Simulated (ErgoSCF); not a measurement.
# UB3LYP5/STO-2G run of C8H18 (3-ethyl-2-methylpentane)

What is the vertical electron affinity of C8H18 (3-ethyl-2-methylpentane) at UB3LYP5/STO-2G? 

The results are computed with ErgoSCF 3.8.

5 further runs of the same task are left out: 3 that didn't finish, 2 set aside as unsound or not needed.

## Step 1: Starting point

The species is C8H18 (26 atoms), meant as a singlet with charge 0. As SMILES, `CCC(CC)C(C)C`. The coordinates come from a PBE0-D4/def2-TZVP relaxation. This is one conformer, not always the lowest.

Some bond lengths: C1–C2 1.521 Å, C2–C3 1.539 Å, C3–C4 1.528 Å, C4–C5 1.519 Å, C3–C6 1.539 Å, C6–C7 1.523 Å, C6–C8 1.522 Å, C1–H9 1.093 Å, C1–H10 1.094 Å, C1–H11 1.092 Å, C2–H12 1.094 Å, C2–H13 1.096 Å, C3–H14 1.100 Å, C4–H15 1.096 Å, C4–H16 1.096 Å, C5–H17 1.093 Å. Some angles: C1–C2–C3 113.9°, C2–C3–C4 112.2°, C2–C3–C6 113.2°, C4–C3–C6 111.1°, C3–C4–C5 114.6°, C3–C6–C7 113.5°, C3–C6–C8 111.6°, C7–C6–C8 110.6°, C1–C2–H12 108.2°, C1–C2–H13 109.7°.

## Step 2: The energy at UB3LYP5/STO-2G

The input, ergo.in:

```
# single point, C8H18
set_nthreads("env")
molecule_inline Angstrom
C     -0.078100    -1.538000    -1.928000
C      0.181200    -0.203300    -1.246600
C     -0.192100    -0.183300     0.245900
C     -1.529000     0.511800     0.497500
C     -2.719800    -0.144500    -0.180700
C      0.914700     0.403000     1.140300
C      1.286200     1.837600     0.787400
C      2.152600    -0.483100     1.153600
H      0.181200    -1.502800    -2.989200
H      0.519600    -2.329000    -1.466100
H     -1.126400    -1.835200    -1.850700
H      1.239700     0.043000    -1.370200
H     -0.364200     0.590100    -1.769900
H     -0.312900    -1.227900     0.567500
H     -1.461700     1.554800     0.167900
H     -1.706300     0.545000     1.578900
H     -2.630100    -0.121000    -1.269500
H     -2.820200    -1.191200     0.121200
H     -3.649600     0.366600     0.079900
H      0.510000     0.410000     2.161200
H      2.045900     2.216600     1.475700
H      1.700100     1.905400    -0.222800
H      0.427900     2.510200     0.842500
H      1.904900    -1.506200     1.449000
H      2.628000    -0.526900     0.169300
H      2.898300    -0.101700     1.855900
EOF
scf.output_mulliken_pop = 1
scf.use_diagonalization = 1
scf.max_number_of_iterations = 100
tmpdir = "."
scf.force_unrestricted = 1
XC.type = "Turbo"
spin_polarization = 0
scf.starting_guess_disturbance = 0.05
basis = "STO-2G"
run "B3LYP"
```

On the command line:

```sh
ergo < ergo.in
```

Output:

```text
[...]
INDF Weighted mixed functional:
[...]
INSC Energy   1 =       -236.60744136175
[...]
INDE E_LUMO =          0.38619262323
[...]
INSC Energy  12 =       -302.67276420416  ( diff     -0.000000000007844 )
[...]
RESC CONVERGED after  12 iterations.
RESC FINAL ENERGY:       -302.67276420416
RESC FINAL <S2> =          0.00000000000
[...]
INSC SCF: dipole_moment_x [atomic units] =      -0.00259283
INSC SCF: dipole_moment_y [atomic units] =       0.00654495
INSC SCF: dipole_moment_z [atomic units] =       0.02434523
[...]
```

Run time: 30 s. Hardware: 1 thread of Intel Xeon Platinum 8259CL at 2.50GHz (Skylake/Cascade Lake), shared host; peak memory 0.27 GiB.

## Step 3: The doublet anion, same level

The input, input.ego:

```
set_nthreads(1)
molecule_inline Angstrom
C  -0.078100 -1.538000 -1.928000
C  0.181200 -0.203300 -1.246600
C  -0.192100 -0.183300 0.245900
C  -1.529000 0.511800 0.497500
C  -2.719800 -0.144500 -0.180700
C  0.914700 0.403000 1.140300
C  1.286200 1.837600 0.787400
C  2.152600 -0.483100 1.153600
H  0.181200 -1.502800 -2.989200
H  0.519600 -2.329000 -1.466100
H  -1.126400 -1.835200 -1.850700
H  1.239700 0.043000 -1.370200
H  -0.364200 0.590100 -1.769900
H  -0.312900 -1.227900 0.567500
H  -1.461700 1.554800 0.167900
H  -1.706300 0.545000 1.578900
H  -2.630100 -0.121000 -1.269500
H  -2.820200 -1.191200 0.121200
H  -3.649600 0.366600 0.079900
H  0.510000 0.410000 2.161200
H  2.045900 2.216600 1.475700
H  1.700100 1.905400 -0.222800
H  0.427900 2.510200 0.842500
H  1.904900 -1.506200 1.449000
H  2.628000 -0.526900 0.169300
H  2.898300 -0.101700 1.855900
EOF
scf.use_diagonalization = 1
spin_polarization = 1
scf.output_mulliken_pop = 1
scf.starting_guess_disturbance = 0.05
scf.max_number_of_iterations = 100
XC.type = "Turbo"
basis = "STO-2G"
charge = -1
tmpdir = "."
run "B3LYP"
```

On the command line:

```sh
ergo input.ego
```

Output:

```text
[...]
INDF Weighted mixed functional:
[...]
INSC Energy   1 =       -238.65237580910
[...]
INDE E_LUMO =          0.60845633238
[...]
INSC Energy  22 =       -302.20438403171  ( diff     -0.000000000007162 )
[...]
RESC CONVERGED after  22 iterations.
RESC FINAL ENERGY:       -302.20438403171
RESC FINAL <S2> =          0.75136474437
[...]
INSC SCF: dipole_moment_x [atomic units] =       0.25438147
INSC SCF: dipole_moment_y [atomic units] =      -0.08713635
INSC SCF: dipole_moment_z [atomic units] =      -0.34627272
[...]
```

It took 59 s on 1 thread of Intel Xeon Platinum 8259CL at 2.50GHz (Skylake/Cascade Lake), shared host; peak memory 0.27 GiB.

## Step 4: Summary of results

At UB3LYP5/STO-2G:

| quantity | value |
| --- | --- |
| singlet C8H18: total energy | -302.67276 Eh |
| singlet C8H18: dipole moment | 0.06 D |
| doublet anion: total energy | -302.20438 Eh |
| doublet anion: ⟨S²⟩ | 0.751 |
| vertical electron affinity (to the doublet anion) | -12.745 eV |

What this shows: The anion lies 12.75 eV (1230 kJ/mol) above the neutral: the electron isn't bound at this level, and such a value depends on the basis. Without diffuse functions anions come out too high. In a minimal basis such a difference can be off by several eV, whatever the method.
